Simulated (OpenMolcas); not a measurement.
# One shape, several levels: CH4ClFOSi (SMILES C[Si](O)(F)Cl)

Aim: a comparison of 6 runs (HF/STO-3G, HF/def2-SVP, B2PLYP/def2-SVP, PBE/def2-SVP, MP2/def2-SVP, CCSD(T)/def2-SVP) of CH4ClFOSi. 

Program for the calculation: OpenMolcas 26.06.

1 further run of the same task is left out (set aside as unsound or not needed).

**1. The structure to begin with**

CH4ClFOSi: 9 atoms, total charge 0, spin state singlet. SMILES: `C[Si](O)(F)Cl`. The shape is that of a PBE0-D4/def2-TZVP optimisation. This is one conformer, not always the lowest.

Bond lengths: C1–Si2 1.834 Å, Si2–O3 1.623 Å, Si2–F4 1.591 Å, Si2–Cl5 2.049 Å, C1–H6 1.091 Å, C1–H7 1.091 Å, C1–H8 1.092 Å, O3–H9 0.958 Å. Some angles: C1–Si2–O3 109.4°, C1–Si2–F4 110.3°, C1–Si2–Cl5 112.0°, O3–Si2–F4 109.9°, O3–Si2–Cl5 110.0°, F4–Si2–Cl5 105.2°, Si2–C1–H6 110.4°, Si2–C1–H7 110.5°, Si2–C1–H8 110.0°, Si2–O3–H9 119.2°.

**2. Energy and gradient at HF/STO-3G (run 1)**

test.inp reads:

```
* CH4ClFOSi Hartree-Fock

&GATEWAY
 BasLib=$CurrDir
 Coord
 9
 bohr
 C     -2.15882312    -0.33750509     0.96791772
 Si     1.06070327     0.41271619    -0.07180959
 O      1.98062195    -1.67543118    -2.12121757
 F      2.93531159     0.43520393     2.27938765
 Cl     1.30277719     3.96370055    -1.59700755
 H     -3.46500182    -0.26815214    -0.62644421
 H     -2.78980268     1.01043656     2.39560581
 H     -2.21438107    -2.23422320     1.78087790
 H      3.51621340    -1.39461788    -3.03981344
 Basis=STO-3G
 Group=NoSym

&SEWARD

&SCF
 Thresholds=1e-10 1e-07 1e-07 1e-05
 PrOrbitals=1

&ALASKA
```

The basis set STO-3G is read from a file made from the Basis Set Exchange's data (not shown).

Started as:

```console
$ export MOLCAS_MEM=1860
$ pymolcas test.inp > test.log
```

Log:

```text
--- Start Module: gateway ---
[...]
--- Stop Module: gateway /rc=_RC_ALL_IS_WELL_ ---
[...]
      Basis functions           37
[...]
--- Start Module: scf ---
[...]
       Convergence after  11 Iterations
[...]
::    Total SCF energy                               -951.9210243282
[...]
      Total spin, S                                     0.0000000000
[...]
      Total electronic charge=   58.000000
      Total            charge=   -0.000000
[...]
      Dipole Moment (debye):
      Origin of the operator (angstrom)=    0.6119    0.5788   -0.1688
                   X= -2.9374E-01               Y= -1.9024E+00               Z=  3.8919E-01           Total=  1.9639E+00
      Quadrupole Moment (debye*angstrom):
[...]
--- Stop Module: scf /rc=_RC_ALL_IS_WELL_ ---
--- Start Module: alaska ---
[...]
 *              Molecular gradients               *
 **************************************************
  Irreducible representation: a
 ------------------------------------------------------------------------------------------
                              X                       Y                       Z
 ------------------------------------------------------------------------------------------
  C1                1.13069004212676E-02    1.08303321372905E-03   -2.61989280192498E-04
  SI2              -5.05232767130970E-03    1.08162727372365E-02   -1.03033356611643E-02
  O3                2.42556601592097E-02    2.09816093030071E-02   -2.01515135640484E-03
  F4               -6.05746552585451E-03    5.09615448241574E-04   -4.47185297295860E-03
  CL5               3.72138251691689E-04   -2.03296486883033E-02    9.52268156020075E-03
  H6               -3.47624614402520E-03    9.87094273994321E-04   -8.35344005811622E-03
  H7               -8.44349262309585E-04    6.63202156964493E-03    5.85553899495661E-03
  H8                1.09791121153291E-03   -8.54832018300034E-03    3.41366666872345E-03
[...]
--- Stop Module: alaska /rc=_RC_ALL_IS_WELL_ ---
[...]
```

Run time: 4.2 s. Hardware: 1 thread of Intel Xeon Platinum 8259CL at 2.50GHz (Skylake/Cascade Lake), shared host; peak memory 0.37 GiB.

**3. Energy and forces at HF/def2-SVP (run 2)**

coord.xyz reads:

```xyz
9

C     -1.142400    -0.178600     0.512200
Si     0.561300     0.218400    -0.038000
O      1.048100    -0.886600    -1.122500
F      1.553300     0.230300     1.206200
Cl     0.689400     2.097500    -0.845100
H     -1.833600    -0.141900    -0.331500
H     -1.476300     0.534700     1.267700
H     -1.171800    -1.182300     0.942400
H      1.860700    -0.738000    -1.608600
```

test.input reads:

```
&GATEWAY
  BasLib=$CurrDir
  Coord=coord.xyz
  Basis=def2-SVP
  Group=NoSym

&SEWARD

&SCF
  Thresholds=1e-10 1e-07 1e-07 1e-05
  PrOrbitals=1 2

&ALASKA
```

The basis set def2-SVP is read from a file made from the Basis Set Exchange's data (not shown).

Started as:

```console
$ export MOLCAS_MEM=1860
$ pymolcas test.input > test.log
```

Log:

```text
--- Start Module: gateway ---
[...]
--- Stop Module: gateway /rc=_RC_ALL_IS_WELL_ ---
[...]
      Basis functions           98
[...]
--- Start Module: scf ---
[...]
       Convergence after  13 Iterations
[...]
::    Total SCF energy                               -962.7135184928
[...]
      Total spin, S                                     0.0000000000
[...]
      Total electronic charge=   58.000000
      Total            charge=   -0.000000
[...]
      Dipole Moment (debye):
      Origin of the operator (angstrom)=    0.6119    0.5788   -0.1688
                   X= -5.1346E-01               Y= -7.5575E-01               Z= -7.1740E-01           Total=  1.1617E+00
      Quadrupole Moment (debye*angstrom):
[...]
--- Stop Module: scf /rc=_RC_ALL_IS_WELL_ ---
[...]
--- Start Module: alaska ---
[...]
 *              Molecular gradients               *
 **************************************************
  Irreducible representation: a
 ------------------------------------------------------------------------------------------
                              X                       Y                       Z
 ------------------------------------------------------------------------------------------
  C1                3.42715753461142E-03   -1.43872870031814E-04   -2.12100071471966E-03
  SI2               6.94218277152547E-03    3.34752125587823E-03    3.20171855503304E-03
  O3               -1.68964456350047E-02   -3.19573091005410E-03    9.73217140289329E-03
  F4               -6.29121270610611E-03    2.11673933985246E-04   -6.26999267770856E-03
  CL5              -8.94081944402991E-04   -5.03073689015565E-03    2.40933464713500E-03
  H6                1.03572108466121E-04    2.09133927434643E-04   -4.92653115860442E-04
  H7                7.36794626984505E-04    5.57111503262320E-04    9.54559187960058E-06
  H8                3.18702505927693E-04   -4.69429524001086E-04    1.85550049459859E-04
[...]
--- Stop Module: alaska /rc=_RC_ALL_IS_WELL_ ---
[...]
```

Wall time 17 s (1 thread of Intel Xeon Platinum 8259CL at 2.50GHz (Skylake/Cascade Lake), shared host); peak memory 0.55 GiB.

Runs 3 to 5 aren't shown in full; the table further down has their settings and results.

**4. A single-point energy at CCSD(T)/def2-SVP (Cholesky decomposition) (run 6)**

run.input reads:

```
* CH4ClFOSi CCSD(T)
&gateway
baslib = $CurrDir
coord
9
bohr
C     -2.15882312    -0.33750509     0.96791772
Si     1.06070327     0.41271619    -0.07180959
O      1.98062195    -1.67543118    -2.12121757
F      2.93531159     0.43520393     2.27938765
Cl     1.30277719     3.96370055    -1.59700755
H     -3.46500182    -0.26815214    -0.62644421
H     -2.78980268     1.01043656     2.39560581
H     -2.21438107    -2.23422320     1.78087790
H      3.51621340    -1.39461788    -3.03981344
basis = def2-SVP
group = NoSym
&seward
high
&scf
thresholds = 1e-10 1e-07 1e-07 1e-05
prorbitals = 0
&chcc
frozen = 13
threshold = 1e-08
maxiterations = 80
&cht3
frozen = 13
```

The basis set def2-SVP is read from a file made from the Basis Set Exchange's data (not shown).

Started as:

```console
$ export MOLCAS_MEM=1860
$ pymolcas run.input > run.log
```

Log:

```text
--- Start Module: gateway ---
[...]
--- Stop Module: gateway /rc=_RC_ALL_IS_WELL_ ---
[...]
      Basis functions           98
[...]
       Convergence after  13 Iterations
[...]
::    Total SCF energy                               -962.7135183534
[...]
      Total spin, S                                     0.0000000000
[...]
      Total electronic charge=   58.000000
      Total            charge=   -0.000000
[...]
      Dipole Moment (debye):
      Origin of the operator (angstrom)=    0.6119    0.5788   -0.1688
                   X= -5.1346E-01               Y= -7.5575E-01               Z= -7.1740E-01           Total=  1.1617E+00
      Quadrupole Moment (debye*angstrom):
[...]
--- Start Module: chcc ---
[...]
--- Stop Module: chcc /rc=_RC_ALL_IS_WELL_ ---
[...]
--- Start Module: cht3 ---
[...]
--- Stop Module: cht3 /rc=_RC_ALL_IS_WELL_ ---
[...]
```

It took 6.7 min on 1 thread of Intel Xeon Platinum 8259CL at 2.50GHz (Skylake/Cascade Lake), shared host; peak memory 0.16 GiB.

**5. The series**

| run | level | task | frozen core orbitals | energy (Eh) | dipole moment (D) of the reference | HOMO energy (eV) | LUMO energy (eV) | wall time |
| --- | --- | --- | --- | --- | --- | --- | --- | --- |
| 1 | HF/STO-3G | gradient | – | -951.921024 | 1.96 | -10.34 | 9.79 | 4.2 s |
| 2 | HF/def2-SVP | gradient | – | -962.713518 | 1.16 | -12.63 | 4.38 | 17 s |
| 3 | B2PLYP/def2-SVP | energy | 13 | -964.590308 | 1.13 | -10.39 | 2.33 | 38 s |
| 4 | PBE/def2-SVP | gradient | – | -964.474603 | 1.11 | -7.46 | 0.35 | 54 s |
| 5 | MP2/def2-SVP | energy | 13 | -963.451440 | 1.16 | -12.63 | 4.38 | 13 s |
| 6 | CCSD(T)/def2-SVP (Cholesky decomposition) | energy | 13 | -963.505547 | 1.16 | -12.63 | 4.38 | 6.7 min |

**6. What came out**

| quantity | value |
| --- | --- |
| run 6: total energy | -963.50555 Eh |
| run 6: dipole moment (mean-field density) | 1.16 D |
| run 6: HOMO energy (Hartree–Fock orbitals) | -12.63 eV |
| run 6: LUMO energy (Hartree–Fock orbitals) | 4.38 eV |
| run 6: HOMO–LUMO gap (Hartree–Fock orbitals) | 17.01 eV |
| run 6: correlation energy (13 core orbitals frozen) | -792.0 mEh |
| run 6: (T) correction | -15.88 mEh |

Below the HF energy at the same shape and in the same basis (def2-SVP): MP2 -737.9 mEh; CCSD(T) -792.0 mEh. Over runs 1, 2, 3, 4 the dipole moment (its size) runs from 1.11 D (PBE/def2-SVP) to 1.96 D (HF/STO-3G). The two ends differ in method and basis. Over runs 1, 2, 3, 4 the HOMO–LUMO gap runs from 7.81 eV (PBE/def2-SVP) to 20.12 eV (HF/STO-3G). For B2PLYP the log adds the whole second-order term; the table takes 0.27 of it, as the functional is defined. Totals of different functionals can't be ranked against each other. In run 1 the basis is minimal, so the values are rough. All runs together took 8.8 min, the longest 6.7 min.
